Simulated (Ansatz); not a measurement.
# AlBH₄Te (SMILES B[Te][AlH2]): one structure at several levels

The task here is to estimate one member of a computed series from the others.

The runs use Ansatz 0.2.0, Gaussian basis; single points in def2-TZVPP.

Cores are frozen in the correlated methods. Filled d shells of the heavier atoms are correlated. Core potentials replace the inner electrons past krypton, and spin-orbit coupling is left out.

### The system as given

SMILES `B[Te][AlH2]`, 7 atoms, charge 0, spin multiplicity 1.

Atoms are counted from 1 here; the program's logs count them from 0.

Bond lengths: B1–Te2 2.054 Å, B1–H4 1.191 Å, B1–H5 1.264 Å, Te2–Al3 2.517 Å, Al3–H6 1.536 Å, Al3–H7 1.477 Å. Angles: Te2–B1–H4 116.5°, Te2–B1–H5 119.8°, H4–B1–H5 123.2°, B1–Te2–Al3 80.4°, Te2–Al3–H6 123.1°, Te2–Al3–H7 120.9°, H6–Al3–H7 115.3°.

Coordinates:

```
atom    x (Å)    y (Å)    z (Å)
  B1  -1.2440  -0.6548  -0.5526
 Te2  -0.2899   0.8317  -1.6001
 Al3   1.2101   0.7137   0.4177
  H4  -2.2517  -1.0775  -1.0266
  H5  -0.8296  -0.9795   0.5969
  H6   2.4975  -0.1231   0.4585
  H7   0.7894   1.2895   1.7111
```

Set-up of the first run:

run/in.yaml

```yaml
crystal:
  periodic: [false, false, false]
  atoms:
    - {symbol: B, position_ang: [-1.244000, -0.654800, -0.552600]}
    - {symbol: Te, position_ang: [-0.289900, 0.831700, -1.600100]}
    - {symbol: Al, position_ang: [1.210100, 0.713700, 0.417700]}
    - {symbol: H, position_ang: [-2.251700, -1.077500, -1.026600]}
    - {symbol: H, position_ang: [-0.829600, -0.979500, 0.596900]}
    - {symbol: H, position_ang: [2.497500, -0.123100, 0.458500]}
    - {symbol: H, position_ang: [0.789400, 1.289500, 1.711100]}
basis:
  gaussian: {orbitals: def2-TZVPP}
correlation: {method: ccsd_t}
output: {forces: true}
```

The command line of these runs was not kept.

Among the steps run: CCSD(T)/def2-TZVPP; PBE0-D4/def2-TZVPP; wB97M-V/def2-TZVPP; r2SCAN-D4/def2-TZVPP; PBE-D4/def2-TZVPP; HSE06-D4/def2-TZVPP; r2SCAN0-D4/def2-TZVPP.

One table of the session follows, with a row left open; its other results are not shown here.

| method | RMS force component (eV/Å) | angle to CCSD(T) forces (°) | dipole (D) |
| --- | --- | --- | --- |
| CCSD(T) | 0.723 | reference | 0.94 |
| PBE0-D4 | 0.722 | 3.8 | 0.82 |
| wB97M-V | 0.691 | 4.7 | 0.80 |
| r2SCAN-D4 | 0.734 | 2.4 | 0.82 |
| PBE-D4 | 0.752 | 7.7 | 0.96 |
| HSE06-D4 | 0.723 | 3.8 | 0.82 |
| r2SCAN0-D4 | ? | ? | ? |

**Question.** Estimate the row for r2SCAN0-D4.

The run gave: RMS force component (eV/Å): 0.717; angle to CCSD(T) forces (°): 3.9; dipole (D): 0.75. In the column «RMS force component (eV/Å)» it lies between wB97M-V (0.691) and PBE0-D4 (0.722).
